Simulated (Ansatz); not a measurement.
# ClF2H3O2Ti: the cost of one run

All numbers below are computed with Ansatz 0.2.0 (RKS BHLYP-D4/def2-SVP).

1 further run of the same task is left out (it didn't finish).

## Step 1: Starting point

Bond lengths: Ti1–Cl2 2.720 Å, Ti1–F3 1.830 Å, Ti1–O4 1.919 Å, O4–H5 1.010 Å, Ti1–F6 1.829 Å, Ti1–O7 2.220 Å, O7–H8 1.010 Å. Angles: Cl2–Ti1–F3 109.4°, Cl2–Ti1–O4 109.5°, Cl2–Ti1–F6 109.5°, Cl2–Ti1–O7 71.6°, F3–Ti1–O4 109.5°, F3–Ti1–F6 109.5°, F3–Ti1–O7 67.2°, O4–Ti1–F6 109.5°, O4–Ti1–O7 176.6°, F6–Ti1–O7 72.8°, Ti1–O4–H5 109.5°, Ti1–O7–H8 109.5°.

Coordinates:

```xyz
9

Ti    0.0000    0.0000    0.0000
Cl    0.0000    0.0000    2.7200
F     1.7257    0.0000   -0.6094
O    -0.9043    1.5667   -0.6394
H    -1.8621    1.3360   -0.8617
F    -0.8619   -1.4933   -0.6094
O     1.1587   -1.7595    0.7000
H     0.5923   -2.5915    0.6155
H     0.8190   -1.2437    1.9123
```

## Step 2: A restrained relaxation towards end A

Springs on the bonds that form and break draw the guess towards this end; the thresholds are loose.

File input.yaml:

```yaml
crystal:
  periodic: [false, false, false]
  atoms:
    - { symbol: Ti, position_ang: [0.0, 0.0, 0.0] }
    - { symbol: Cl, position_ang: [0.0, 0.0, 2.72] }
    - { symbol: F, position_ang: [1.7257, 0.0, -0.6094] }
    - { symbol: O, position_ang: [-0.9043, 1.5667, -0.6394] }
    - { symbol: H, position_ang: [-1.8621, 1.336, -0.8617] }
    - { symbol: F, position_ang: [-0.8619, -1.4933, -0.6094] }
    - { symbol: O, position_ang: [1.1587, -1.7595, 0.7] }
    - { symbol: H, position_ang: [0.5923, -2.5915, 0.6155] }
    - { symbol: H, position_ang: [0.819, -1.2437, 1.9123] }
basis:
  gaussian: { orbitals: def2-SVP }
hamiltonian:
  xc: { name: BHLYP }
  dispersion: d4
relax:
  f_tol: 0.15
  max_steps: 25
  restrain:
    - { distance: [0, 6], at: 3.12, k: 30.0 }
    - { distance: [8, 1], at: 2.57, k: 30.0 }
    - { distance: [0, 1], at: 2.37, k: 30.0 }
    - { distance: [8, 6], at: 1.01, k: 30.0 }
```

Run with:

```
ansatz run input.yaml --threads 4 --pin off --max-ram 5120MiB --backend cpu --events-out ev --progress --plain --runs-dir out
```

What time and memory should one allow on 4 threads of Arm Neoverse V1, shared host?

About 26 s, with a peak of 0.33 GiB.
